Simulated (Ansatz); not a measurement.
CH₃BO₂, SMILES B1OCO1, a short molecular-dynamics run

With Ansatz's Python interface.

`ch3bo2.xyz`
```text
7

B    -0.97490    0.21230   -0.60350
O    -0.62780    0.09480    0.81260
C     0.58250   -0.32010    0.39290
O     0.39860   -0.28810   -0.93560
H    -1.58430    1.15420   -1.14430
H     0.83240   -1.33870    0.75810
H     1.43480    0.41760    0.67410
```

Interactive session:
```pycon
>>> import ansatz as az
>>> import numpy as np
>>> BASIS_SET = "def2-SVP"
>>> FUNCTIONAL = "pbe"
>>> DISPERSION = "d3bj"
>>> N_STEPS = 20
>>> TEMPERATURE_K = 800
>>> molecule = az.Crystal.molecule_from_extxyz("ch3bo2.xyz")
>>> calculation = (
...     molecule.calculation()
...     .basis(gaussian=BASIS_SET)
...     .functional(FUNCTIONAL, dispersion=DISPERSION)
...     .md("nvt_nose_hoover", timestep=0.25, steps=N_STEPS, temperature=TEMPERATURE_K, initial_velocities="maxwell_boltzmann", seed=92, thermostat_time=10)
... )
>>> frames = []
>>> calculation.session().plan().execute(on_event=lambda e: frames.append(e["data"]) if e["event"] == "md_step" else None)
<ansatz.RunOutcome object at 0x...>
>>> print("t (fs)   E_pot (eV)      E_kin (eV)   T (K)   d(0-1) (A)")
t (fs)   E_pot (eV)      E_kin (eV)   T (K)   d(0-1) (A)
>>> for f in frames[::2]:
...     xyz = np.array(f["positions_ang"])
...     print(f"{f['time_fs']:6.2f} {f['lagrangian_ev']:14.5f} {f['e_kin_ev']:10.5f} {f['temperature_k']:8.1f} {np.linalg.norm(xyz[0] - xyz[1]):9.4f}")
...
  0.00    -5845.35016    0.51704    800.0    1.4627
  0.50    -5845.37689    0.54371    841.3    1.4599
  1.00    -5845.39094    0.55769    862.9    1.4564
  1.50    -5845.39853    0.56508    874.3    1.4523
  2.00    -5845.41131    0.57737    893.4    1.4475
  2.50    -5845.43989    0.60496    936.0    1.4421
  3.00    -5845.48726    0.65055   1006.6    1.4362
  3.50    -5845.54735    0.70774   1095.1    1.4297
  4.00    -5845.60969    0.76554   1184.5    1.4229
  4.50    -5845.66519    0.81423   1259.8    1.4157
  5.00    -5845.70882    0.84819   1312.4    1.4083
>>> kept = np.array([f["conserved_ev"] for f in frames])
>>> print(f"conserved energy moves by at most {1000 * np.ptp(kept):.3f} meV")
conserved energy moves by at most 0.499 meV
```

Caveats:
- Total energies depend on the basis set; only differences at equal settings carry meaning.
- The trajectory is only some femtoseconds long, so its temperature is not equilibrated; where the script doesn't relax first, it starts from a rough generated geometry.
- The temperature counts the internal degrees of freedom alone.
- Run time: 17 s on 1 thread of Intel(R) Xeon(R) 6975P-C (Granite Rapids), with other jobs on the host, peak memory 0.19 GiB.

(Lines on the test bed's own set-up are left out of the output.)
